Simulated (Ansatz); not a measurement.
**AlH₅SSn: small, medium and large basis sets**

One table from this session's results is given with a row withheld; the runs are named, their logs left out.

Computed with Ansatz 0.2.0, Gaussian basis. Level: one geometry, several basis sets.

The runs, in order: PBE0-D4/def2-SVP; ωB97M-V/def2-SVP; PBE0-D4/def2-QZVPP; ωB97M-V/def2-QZVPP; the functionals' def2-TZVPP values are taken from earlier runs.

### The relaxed structure

All runs share one geometry, relaxed beforehand with PBE0-D4 in a triple-zeta def2 set. Sn takes the def2 core potential; no spin-orbit term is included.

SMILES `[AlH2][S][SnH3]`, 8 atoms, charge 0, spin multiplicity 1.

Atoms are counted from 1 here; the program's logs count them from 0.

Bond lengths: Al1–S2 2.170 Å, Al1–H4 1.586 Å, Al1–H5 1.579 Å, S2–Sn3 2.412 Å, Sn3–H6 1.704 Å, Sn3–H7 1.703 Å, Sn3–H8 1.704 Å. Angles: S2–Al1–H4 118.5°, S2–Al1–H5 118.1°, H4–Al1–H5 123.5°, Al1–S2–Sn3 98.8°, S2–Sn3–H6 109.1°, S2–Sn3–H7 105.1°, S2–Sn3–H8 109.1°, H6–Sn3–H7 111.2°, H6–Sn3–H8 110.8°, H7–Sn3–H8 111.2°.

The first run:

File in.yaml:

```yaml
crystal:
  periodic: [false, false, false]
  atoms:
    - {symbol: Al, position_ang: [-0.966736, 1.148595, -1.255983]}
    - {symbol: S, position_ang: [-1.236179, 0.537409, 0.809002]}
    - {symbol: Sn, position_ang: [0.700907, -0.882466, 1.031138]}
    - {symbol: H, position_ang: [0.287083, 0.591864, -2.051121]}
    - {symbol: H, position_ang: [-2.033969, 2.127120, -1.886750]}
    - {symbol: H, position_ang: [0.593256, -2.155023, -0.097513]}
    - {symbol: H, position_ang: [0.641617, -1.469310, 2.628939]}
    - {symbol: H, position_ang: [2.106319, 0.044711, 0.766287]}
basis:
  gaussian: {orbitals: def2-SVP}
hamiltonian: {xc: pbe0, dispersion: d4}
output: {orbitals: {seedname: orbitals}}
```

Run with:

```
ansatz run in.yaml --threads 2 --pin off --events-out ev --progress --plain --max-ram 4352MiB
```

Steps of the session up to this table: PBE0-D4 in def2-SVP; ωB97M-V in def2-SVP; PBE0-D4 in def2-QZVPP; ωB97M-V in def2-QZVPP.

One of the session's tables, all rows but one given; the rest of the session is left out.

It belongs to the step «Functionals by basis». 

| functional | basis | HOMO (eV) | LUMO (eV) |
| --- | --- | --- | --- |
| PBE0-D4 | def2-SVP | ? | ? |
| PBE0-D4 | def2-TZVPP | -7.61 | -1.42 |
| PBE0-D4 | def2-QZVPP | -7.62 | -1.46 |
| ωB97M-V | def2-SVP | -9.61 | 0.34 |
| ωB97M-V | def2-TZVPP | -9.73 | 0.20 |
| ωB97M-V | def2-QZVPP | -9.75 | 0.04 |

Q: Estimate the row for PBE0-D4, def2-SVP from the others.

**Answer.** HOMO (eV): -7.55; LUMO (eV): -1.37. In the column «HOMO (eV)» it is the highest.
